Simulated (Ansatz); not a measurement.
**Ca2SeO: a single-point run**

Wanted: a converged single-point run for Ca2SeO, and a check of what comes out. The structure is shown as the input types it. The cell is built on a prototype (ordering on rocksalt) and needn't be the phase found in nature.

Computed with Ansatz 0.2.0 (density functional or hybrid calculation with the settings of its input, plane waves (as first typed), unless a step's input says otherwise).

1 further run of the same task is left out (for a known fault of the program).

## Step 1: The system as given

It takes space group R-3m (No. 166, trigonal). Conventional cell: a = 3.769 Å, b = 3.769 Å, c = 18.876 Å, α = 90.00°, β = 90.00°, γ = 120.00°. O (site symmetry -3m) has 6 Ca at 2.54 Å as nearest neighbours. Se (site symmetry -3m) has 6 Ca at 2.85 Å as nearest neighbours. Ca (site symmetry 3m) has 3 O at 2.54 Å and 3 Se at 2.85 Å as nearest neighbours.

Structure file:

```cif
data_structure
_symmetry_space_group_name_H-M 'R-3m:H'
_symmetry_Int_Tables_number 166
_cell_length_a 3.7693
_cell_length_b 3.7693
_cell_length_c 18.8761
_cell_angle_alpha 90.000
_cell_angle_beta 90.000
_cell_angle_gamma 120.000
_cell_volume 232.25
loop_
_atom_site_label
_atom_site_type_symbol
_atom_site_symmetry_multiplicity
_atom_site_Wyckoff_symbol
_atom_site_fract_x
_atom_site_fract_y
_atom_site_fract_z
_atom_site_occupancy
O1 O 3 a 0.00000 0.00000 0.00000 1
Se1 Se 3 b 0.33333 0.66667 0.16667 1
Ca1 Ca 6 c 0.00000 0.00000 0.26397 1
```

## Step 2: Running it

input.yaml

```yaml
crystal:
  lattice:
    - [1.8846278427, 1.0880903923, 6.2920270347]
    - [-1.8846278427, 1.0880903923, 6.2920270347]
    - [0.0, -2.1761807846, 6.2920270347]
  atoms:
    - { symbol: O, position: [1.0, 0.0, 0.0] }
    - { symbol: Se, position: [0.5, 0.5, 0.5] }
    - { symbol: Ca, position: [0.2639739702, 0.2639739702, 0.2639739702] }
    - { symbol: Ca, position: [0.7360260298, 0.7360260298, 0.7360260298] }
kpoints:
  mp_grid: { grid: [6, 6, 6] }
hamiltonian:
  xc: r2scan
scf:
  occupations: { method: fixed }
  n_extra_bands: 5
  convergence: { dr2_threshold: 1.0 }
  max_iter: 92
output:
  forces: true
  stress: true
  eigenvalues: true
```

Started as:

```console
$ ansatz run input.yaml --threads 4 --pin off --max-ram 3686MiB --backend cpu --events-out ev --progress --plain --runs-dir out
```

What happens when this is run?

This run ends as converged, with warnings (force scf threshold loose, stress scf threshold loose). Its log warns: «scf.convergence.dr2_threshold = 1e0 eV is looser than this run's default, which is 1e-7 eV or tighter. The error in the forces grows as the threshold's square root ...»

Look at the input: scf.convergence.dr2_threshold is 1.0. The threshold is looser than the default, so the loop may stop short of self-consistency.

To check: delete scf.convergence.dr2_threshold (the default then holds).
